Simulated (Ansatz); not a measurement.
HfIn4SiO6:

```
CELL_PARAMETERS angstrom
2.71585 -4.70357 0.00833
2.71585 4.70357 0.00833
-1.87915 0.00000 7.40127
ATOMIC_POSITIONS crystal
Hf 0.78835 0.21165 0.00000
In 0.62175 0.37825 0.50000
In 0.45502 0.54498 0.00000
In 0.28407 0.71593 0.50000
In 0.95814 0.04186 0.50000
Si 0.12168 0.87832 0.00000
O 0.06219 0.11415 0.86666
O 0.88585 0.93781 0.13334
O 0.79490 0.53784 0.86663
O 0.46216 0.20510 0.13337
O 0.15352 0.62879 0.13333
O 0.37121 0.84648 0.86667
```

The cell was built by a generator and needn't be a form met in nature.

| Quantity | Value |
| --- | --- |
| Program | Ansatz 0.2.0 |
| Task | relaxation of cell and atoms |
| Functional | PBE |
| Dispersion | D3(BJ) |
| Potentials or basis | Ansatz PAW |
| Cutoff | 420 eV (not typed: the program's choice for these potentials) |
| k mesh | 4 × 4 × 3 |
| Occupations | fermi-dirac, width 0.05 eV |
| Spin | no spin polarisation |

At the start: volume 15.77 Å³/atom.

Where does the relaxation end?

It ends after 8 steps and the volume is 15.23 Å³/atom (-3.4 %); space group C2 (No. 5, to 0.05 Å).

The path:
```
step  energy change (eV)  largest force (eV/Å)  volume (Å³)
   1              0.0000                0.0798       189.24
   2             -0.0496                0.2623       179.58
   3             -0.0707                0.0878       183.37
   4             -0.0728                0.0475       183.22
   5             -0.0736                0.0083       183.04
   6             -0.0586                0.0084       183.04
   7             -0.0597                0.0033       182.72
   8             -0.0587                0.0034       182.72
```

Final structure:
```xyz
12
Lattice="2.6950 -4.6675 0.0092 2.6950 4.6675 0.0092 -1.8619 0.0000 7.2567" Properties=species:S:1:pos:R:3 pbc="T T T"
Hf    2.6950   -2.6909    0.0092
In    1.7640   -1.1302    3.6376
In    2.6950    0.4209    0.0092
In    1.7640    2.0020    3.6376
In    1.7640   -4.2742    3.6376
Si    2.6950    3.5323    0.0092
O    -1.1420    0.2408    6.2674
O     4.6701    0.2408    1.0077
O     1.9815   -1.2024    6.2781
O     1.5466   -1.2024    0.9971
O     1.8587    2.2237    0.9972
O     1.6694    2.2237    6.2779
```

Caveat: the plane-wave basis is chosen anew once the cell has moved, so the energies of steps on either side of that aren't comparable; the pressure holds a Pulay correction of +0.5 GPa for the finite cutoff; pairwise dispersion overbinds metals, which lowers pressure and volume.
